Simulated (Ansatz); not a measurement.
# AsF₂ (quartet): wave-function methods side by side, cc-pVDZ

The task here is to estimate one member of a computed series from the others.

Computed with Ansatz 0.2.0, Gaussian basis. Level: cc-pVDZ, core rule «outside noble gas», up to 16 orbitals frozen.

To be run: UHF; CCSD(T) on ROHF; CCSD(T) on UHF; BCCD(T) on ROHF; CISD; CCSDT(Q) on ROHF; CCSDT(Q) on UHF; CASSCF and MRCISD+Q, 15 electrons in 10 orbitals; CASSCF and NEVPT2, 15 electrons in 10 orbitals.

21 further runs of the same task are left out: 7 that didn't finish, 14 set aside as unsound or not needed.

## The geometry

The geometry is a PBE0/def2-TZVP stationary point (not a proven minimum) of the parent state, kept for this charge and spin. No spin-orbit coupling is included. The filled d shell of As may be among the frozen orbitals whatever the setting's name suggests; the logs give the count.

3 atoms, charge 0, spin multiplicity 4.

Atoms are counted from 1 here; the program's logs count them from 0.

Bond lengths: As1–F2 1.730 Å, As1–F3 1.730 Å. Angles: F2–As1–F3 96.5°.

Set-up of the first run:

The input, in.yaml:

```yaml
crystal:
  periodic: [false, false, false]
  atoms:
    - {symbol: As, position_ang: [0.000000, -0.387542, 0.000000]}
    - {symbol: F, position_ang: [0.000000, 0.764150, -1.290593]}
    - {symbol: F, position_ang: [0.000000, 0.764150, 1.290593]}
basis:
  gaussian: {orbitals: cc-pVDZ}
magnetization: {spin_polarized: true, initial_magnetization: 3}
hamiltonian: {xc: hf}
output: {orbitals: {seedname: orbitals}}
```

Command:

```console
> ansatz run in.yaml --threads 1 --pin off --events-out ev --progress --plain --max-ram 2393MiB
```

Steps of the session up to this table: UHF; CCSD(T) on ROHF; CCSD(T) on UHF; BCCD(T) on ROHF; CISD; CCSDT(Q) on ROHF; CCSDT(Q) on UHF; CASSCF and MRCISD+Q, 15 electrons in 10 orbitals; CASSCF and NEVPT2, 15 electrons in 10 orbitals.

One of the session's tables, all rows but one given; the rest of the session is left out.

| method | from UCCSDT(Q) (meV) |
| --- | --- |
| ROHF | +12971.5 |
| UHF | +12765.3 |
| RMP2 | +586.3 |
| UMP2 | +619.7 |
| RCCSD | +363.0 |
| UCCSD | +340.9 |
| RCCSD(T) | +81.9 |
| UCCSD(T) | +70.7 |
| BCCD(T) | +77.7 |
| RCCSDT | +53.7 |
| UCCSDT | +40.5 |
| RCCSDT(Q) | +19.9 |
| UCCSDT(Q) | 0 |
| CASSCF valence | ? |
| NEVPT2 valence | +1129.4 |
| MRCISD valence | +1148.0 |
| MRCISD+Q valence | +225.4 |

Estimate the missing values for CASSCF valence.

**Answer.** from UCCSDT(Q) (meV): +11919.4. In the column «from UCCSDT(Q) (meV)» it lies between MRCISD valence (+1148.0) and UHF (+12765.3).

Not comparable, so not listed: CISD (they don't share determinant, frozen orbitals or solution with the rows shown, or repeat one).

Caveats from the session: Restricted and unrestricted rows rest on different reference determinants; where their highest levels disagree by more than a few hundredths of an eV, they describe different states and don't form one ladder.
